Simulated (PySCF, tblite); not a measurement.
# CH₆N₂Si₂, a small molecule taken as a stand-in for a surface group (silicon nitride N site): NMR shifts, core binding energies and electronic excitations, part 2 of 2

tblite 0.8.0 and PySCF 2.14.0. Atoms count from 0, parts from 1.

## (5) Core holes by ΔSCF: SCAN, X2C

What the job is given:

```
{"job": {"kind": "xps", "holes": 5}, "charge": 0, "multiplicity": 1}
Si     1.631311    -0.338616    -0.174466
N     -0.003682     0.337205     0.052940
Si    -1.539436    -0.561573    -0.082052
C     -0.082864     1.619435     0.426411
N     -0.152063     2.735190     0.749830
H      2.345371     0.440291    -1.223062
H      1.423484    -1.749848    -0.597715
H      2.385560    -0.277396     1.108266
H     -2.503864     0.270372    -0.851014
H     -2.087430    -0.860782     1.271117
H     -1.212205    -1.823277    -0.799386
```

With the program's defaults for keys left out, this is: delta-SCF UKS SCAN, pcX-2 on the ionised atom, pcseg-1 elsewhere, spin-free X2C.

What it wrote:

```text
ground state, core basis on atom 0 (Si), 150 functions
  cycle   1  E = -731.29689077  |g| = 5.22e-01
  cycle   2  E = -730.99937256  |g| = 1.19e+00
  cycle   3  E = -731.34583319  |g| = 2.58e-01
  cycle   4  E = -731.36023756  |g| = 6.66e-02
  cycle   5  E = -731.36114190  |g| = 2.04e-02
  cycle   6  E = -731.36124820  |g| = 5.34e-03
  cycle   7  E = -731.36125332  |g| = 1.49e-03
  cycle   8  E = -731.36125388  |g| = 2.80e-04
  E(ground) = -731.39033724 Eh
hole in Si 2p of atom 0
  cycle   1  E = -727.04988421  |g| = 1.23e+00
  cycle   2  E = -726.55324358  |g| = 1.35e+00
  cycle   3  E = -727.11119283  |g| = 7.08e-01
  cycle   4  E = -727.31722659  |g| = 3.48e-01
  cycle   5  E = -727.36083336  |g| = 1.52e-01
  cycle   6  E = -727.37179992  |g| = 3.29e-02
  cycle   7  E = -727.37226649  |g| = 1.23e-02
  cycle   8  E = -727.37233188  |g| = 3.06e-03
  cycle   9  E = -727.37233643  |g| = 6.96e-04
  cycle  10  E = -727.37233691  |g| = 2.00e-04
  E(ion) = -727.41176984 Eh   <S^2> = 0.7519   hole on atom = 1.003   binding energy = 108.262 eV
  2p3/2 = 108.016 eV   2p1/2 = 108.640 eV
ground state, core basis on atom 1 (N), 139 functions
  cycle   1  E = -731.28143610  |g| = 7.55e-02
  cycle   2  E = -731.28125291  |g| = 3.68e-02
  cycle   3  E = -731.28026211  |g| = 7.57e-02
  cycle   4  E = -731.28159897  |g| = 6.79e-03
  cycle   5  E = -731.28161183  |g| = 1.34e-03
  cycle   6  E = -731.28161024  |g| = 2.94e-04
  E(ground) = -731.34984393 Eh
hole in N 1s of atom 1
  cycle   1  E = -715.64413435  |g| = 1.88e+00
  cycle   2  E = -713.86269059  |g| = 2.68e+00
  cycle   3  E = -715.72341568  |g| = 1.16e+00
  cycle   4  E = -716.15837841  |g| = 6.71e-01
  cycle   5  E = -716.35944510  |g| = 1.25e-01
  cycle   6  E = -716.36504325  |g| = 2.66e-02
  cycle   7  E = -716.36537719  |g| = 7.26e-03
  cycle   8  E = -716.36540943  |g| = 1.56e-03
  cycle   9  E = -716.36540916  |g| = 4.07e-04
  E(ion) = -716.43143455 Eh   <S^2> = 0.7654   hole on atom = 1.000   binding energy = 405.951 eV
ground state, core basis on atom 2 (Si), 150 functions
  cycle   1  E = -731.36112968  |g| = 2.88e-01
  cycle   2  E = -731.36115482  |g| = 4.63e-02
  cycle   3  E = -731.36099172  |g| = 4.65e-02
  cycle   4  E = -731.36131093  |g| = 2.03e-02
  cycle   5  E = -731.36139265  |g| = 7.03e-03
  cycle   6  E = -731.36140697  |g| = 7.87e-04
  cycle   7  E = -731.36140718  |g| = 1.03e-04
  E(ground) = -731.39023495 Eh
hole in Si 2p of atom 2
  cycle   1  E = -727.05104218  |g| = 1.23e+00
  cycle   2  E = -726.49904312  |g| = 1.38e+00
  cycle   3  E = -727.09866664  |g| = 7.22e-01
  cycle   4  E = -727.31518603  |g| = 3.53e-01
  cycle   5  E = -727.35948837  |g| = 1.59e-01
  cycle   6  E = -727.37159082  |g| = 3.12e-02
  cycle   7  E = -727.37200781  |g| = 1.29e-02
  cycle   8  E = -727.37207935  |g| = 3.26e-03
  cycle   9  E = -727.37208380  |g| = 7.77e-04
  cycle  10  E = -727.37208495  |g| = 2.40e-04
  E(ion) = -727.41150600 Eh   <S^2> = 0.7520   hole on atom = 1.002   binding energy = 108.267 eV
  2p3/2 = 108.019 eV   2p1/2 = 108.644 eV
ground state, core basis on atom 3 (C), 139 functions
  cycle   1  E = -731.26931901  |g| = 5.91e-02
  cycle   2  E = -731.26934938  |g| = 2.00e-02
  cycle   3  E = -731.26921946  |g| = 3.23e-02
  cycle   4  E = -731.26943138  |g| = 1.06e-02
  cycle   5  E = -731.26946387  |g| = 1.28e-03
  cycle   6  E = -731.26946166  |g| = 3.11e-04
  E(ground) = -731.34156116 Eh
hole in C 1s of atom 3
  cycle   1  E = -719.96204840  |g| = 1.51e+00
  cycle   2  E = -717.13869500  |g| = 2.59e+00
  cycle   3  E = -720.18122893  |g| = 6.90e-01
  cycle   4  E = -719.88339102  |g| = 1.16e+00
  cycle   5  E = -720.49321642  |g| = 2.02e-01
  cycle   6  E = -720.50476304  |g| = 1.25e-01
  cycle   7  E = -720.51185041  |g| = 1.96e-02
  cycle   8  E = -720.51214730  |g| = 7.59e-03
  cycle   9  E = -720.51226845  |g| = 4.60e-03
  cycle  10  E = -720.51234943  |g| = 2.03e-03
  cycle  11  E = -720.51236818  |g| = 6.92e-04
  cycle  12  E = -720.51236702  |g| = 3.47e-04
  E(ion) = -720.58187738 Eh   <S^2> = 0.8129   hole on atom = 1.000   binding energy = 292.786 eV
ground state, core basis on atom 4 (N), 139 functions
  cycle   1  E = -731.27887509  |g| = 7.45e-02
  cycle   2  E = -731.27830498  |g| = 5.60e-02
  cycle   3  E = -731.27755269  |g| = 8.08e-02
  cycle   4  E = -731.27895681  |g| = 1.10e-02
  cycle   5  E = -731.27898244  |g| = 9.06e-04
  cycle   6  E = -731.27898262  |g| = 1.89e-04
  E(ground) = -731.34777627 Eh
hole in N 1s of atom 4
  cycle   1  E = -715.70443265  |g| = 1.85e+00
  cycle   2  E = -714.09914879  |g| = 2.44e+00
  cycle   3  E = -716.13366488  |g| = 7.68e-01
  cycle   4  E = -716.26725193  |g| = 5.54e-01
  cycle   5  E = -716.41043981  |g| = 1.13e-01
  cycle   6  E = -716.41622850  |g| = 2.11e-02
  cycle   7  E = -716.41648915  |g| = 1.20e-02
  cycle   8  E = -716.41656562  |g| = 8.00e-03
  cycle   9  E = -716.41661217  |g| = 2.78e-03
  cycle  10  E = -716.41662461  |g| = 9.80e-04
  cycle  11  E = -716.41662754  |g| = 2.76e-04
  E(ion) = -716.48522938 Eh   <S^2> = 0.7976   hole on atom = 1.000   binding energy = 404.431 eV
```

Run time: 34 s. Hardware: 1 thread of Intel Xeon Platinum 8259CL at 2.50GHz, shared host; peak memory 0.51 GiB.

The holes in one table. −ε is the ground-state orbital energy:

```csv
hole,stands for,environment,ΔSCF (eV; 2p as the shell's mean),−ε (eV),⟨S²⟩
Si2p on Si0,Si0,"silicon bonded to N, 3 H",108.22,97.4,0.752
N1s on N1,N1,"nitrogen bonded to C, 2 Si",405.95,387.4,0.765
Si2p on Si2,Si2,"silicon bonded to N, 3 H",108.23,97.3,0.752
C1s on C3,C3,carbon bonded to 2 N,292.79,275.3,0.813
N1s on N4,N4,nitrogen bonded to C,404.43,385.6,0.798
```

With the spin-orbit splitting: Si0 2p3/2 108.02, 2p1/2 108.64 eV; Si2 2p3/2 108.02, 2p1/2 108.64 eV. The table gives each 2p level as the mean over the whole 2p shell (two parts 2p3/2, one part 2p1/2), which differs a little from the single hole in the log.

## (6) TDDFT and polarisability: CAM-B3LYP/def2-SVPD

The job, as its differences from that of step 5:

```diff
@@ -1,2 +1,2 @@
-{"job": {"kind": "xps", "holes": 5}, "charge": 0, "multiplicity": 1}
+{"job": {"kind": "uv", "xc": "CAM-B3LYP", "basis": "def2-SVPD", "nstates": 6, "ntriplets": 2, "ip": true}, "charge": 0, "multiplicity": 1}
 Si     1.631311    -0.338616    -0.174466
```

With the program's defaults for keys left out, this is: TDDFT CAM-B3LYP/def2-SVPD, vertical, gas phase, core orbitals frozen in the response.

What it wrote:

```text
coarse grid: 10184 points
cycle   1  E = -729.6788199697  dE =  3.176e-01  |g| = 5.675e-01  |ddm| = 4.110e+00
cycle   2  E = -729.5458662454  dE =  1.330e-01  |g| = 9.976e-01  |ddm| = 1.680e+00
cycle   3  E = -729.7641288745  dE = -2.183e-01  |g| = 9.265e-02  |ddm| = 1.079e+00
cycle   4  E = -729.7655996312  dE = -1.471e-03  |g| = 5.226e-02  |ddm| = 1.611e-01
cycle   5  E = -729.7661701806  dE = -5.705e-04  |g| = 9.041e-03  |ddm| = 6.433e-02
cycle   6  E = -729.7661924752  dE = -2.229e-05  |g| = 2.053e-03  |ddm| = 1.994e-02
cycle   7  E = -729.7661938241  dE = -1.349e-06  |g| = 5.595e-04  |ddm| = 5.809e-03
final grid: 89280 points
cycle   8  E = -729.8604737372  dE = -7.949e-06  |g| = 1.629e-03  |ddm| = 3.552e-02
cycle   9  E = -729.8604734450  dE =  2.922e-07  |g| = 2.100e-03  |ddm| = 4.744e-03
cycle  10  E = -729.8604743524  dE = -9.074e-07  |g| = 3.615e-04  |ddm| = 1.844e-03
cycle  11  E = -729.8604743762  dE = -2.377e-08  |g| = 1.728e-04  |ddm| = 4.723e-04
cycle  12  E = -729.8604743824  dE = -6.200e-09  |g| = 3.472e-05  |ddm| = 2.632e-04
cycle  13  E = -729.8604743827  dE = -3.224e-10  |g| = 4.621e-06  |ddm| = 6.779e-05
converged SCF energy = -729.8604743827

Static polarisability (au): isotropic 75.941, principal 62.946 77.234 87.642

Singlet excitations
state   eV       nm        f      main configurations
  1   6.1550    201.4   0.00057   H->L 0.95
  2   6.4568    192.0   0.00005   H->L+2 0.41, H->L+5 0.32, H->L+9 0.12
  3   7.0963    174.7   0.01785   H->L+3 0.51, H->L+2 0.17, H->L+1 0.10
  4   7.2957    169.9   0.03473   H->L+1 0.67, H->L+4 0.18
  5   7.7184    160.6   0.00713   H-1->L 0.93
  6   7.8211    158.5   0.00050   H->L+5 0.30, H->L+6 0.20, H->L+2 0.14

Triplet excitations (Tamm-Dancoff, eV): 5.8658 6.0604
Vertical ionisation energy (delta-SCF) = 9.9157 eV
```

Run time: 35 s. Hardware: 1 thread of Intel Xeon Platinum 8259CL at 2.50GHz, shared host; peak memory 0.82 GiB.

The orbitals next to the gap, with their largest atomic shares:

```csv
orbital,eV,atoms
HOMO−3,-11.60,"Si2 20 %, Si0 20 %, H10 13 %"
HOMO−2,-11.57,"Si0 15 %, Si2 15 %, H7 13 %"
HOMO−1,-10.55,"N4 44 %, C3 33 %, N1 12 %"
HOMO,-9.15,"N1 34 %, N4 30 %, C3 17 %"
LUMO,0.22,"Si0 21 %, Si2 21 %, C3 12 %"
LUMO+1,0.81,"Si0 30 %, Si2 30 %, H5 6 %"
LUMO+2,1.05,"Si2 27 %, Si0 21 %, N1 9 %"
```

With each of the 6 states as a Gaussian band of 0.4 eV half-width at 1/e, the curve within the window shown has maxima at 171 nm (ε 2,100) L/(mol cm). Beyond the last state computed it falls off for lack of states. The curve at chosen wavelengths:

```
 nm  ε (L/mol/cm)
153           137
156           308
159           584
161           837
164          1303
167          1769
170          2056
173          2035
175          1852
178          1422
181           954
184           566
187           303
189           192
192            96
195            52
198            35
201            29
203            26
206            22
209            18
212            14
215            10
217             7
220             5
223             3
```

Ground-state properties from the same run:

```csv
property,computed
dipole moment (D),4.63
polarisability (Å³),11.25
HOMO–LUMO gap (eV),9.37
−ε(HOMO) (eV),9.15
```

## (7) Summary of results

The summary covers parts 1 to 2.

| quantity | value |
| --- | --- |
| point group | C1 |
| rotational constants (main isotopes) | 3.10, 2.92, 1.56 GHz |
| $^{13}$C shifts against TMS (PBE0/pcSseg-2) | 120.2 ppm |
| $^{1}$H shifts against TMS (PBE0/pcSseg-2) | 4.92, 4.91, 4.89, 4.89, 4.70, 4.68 ppm |
| $^{29}$Si shifts against TMS (PBE0/pcSseg-2) | -33.2, -34.3 ppm |
| $^{15}$N shifts against NH3 (PBE0/pcSseg-2) | 233.3, 14.2 ppm |
| surface potential, 1st and 99th percentile | -1.97 V and 1.82 V |
| Si2p binding energies, SCAN/pcX-2 | Si2 108.23, Si0 108.22 eV |
| N1s binding energies, SCAN/pcX-2 | N1 405.95, N4 404.43 eV |
| C1s binding energies, SCAN/pcX-2 | C3 292.79 eV |
| lowest singlet (CAM-B3LYP/def2-SVPD) | 6.16 eV (201 nm), f = 0.001 |
| brightest single state of those computed | state 4, 7.30 eV, f = 0.035 |
| lowest triplet | 5.87 eV |
| vertical ionisation energy (ΔSCF) | 9.92 eV |

In words: Relaxing lowered the energy by 0.193 eV in 3 steps; the close pair that moved most is Si0–H6, from 1.438 to 1.488 Å (PBE0/def2-SVP). At PBE0/pcSseg-2: The largest span, 461 ppm, is at N4, where the paramagnetic term is -303 ppm. By nearest atom (PBE0/pcSseg-2), the HOMO sits on N1, N4 about 37 % each; C3 10 % and the LUMO on 6 H atoms about 10 % each; Si0, Si2 about 10 % each. The Si2p levels computed lie within 0.00 eV of one another, too close to rank. N1 (nitrogen bonded to C, 2 Si) binds its N1s electron 1.52 eV more tightly than N4 (nitrogen bonded to C). The lowest singlet, at 6.16 eV, is HOMO→LUMO 0.95 and is dark; of the 6 states computed, the strongest absorption comes from state 4 at 7.30 eV. The lowest triplet lies 0.29 eV below the lowest singlet (triplets in Tamm-Dancoff, singlets in full TDDFT). ΔSCF puts the ionisation energy at 9.92 eV, 0.76 eV above −ε(HOMO). A capped cluster stands for the solid here, so long-range fields and strain are missing, and bands or shifts of the capping hydrogens have no counterpart in it.
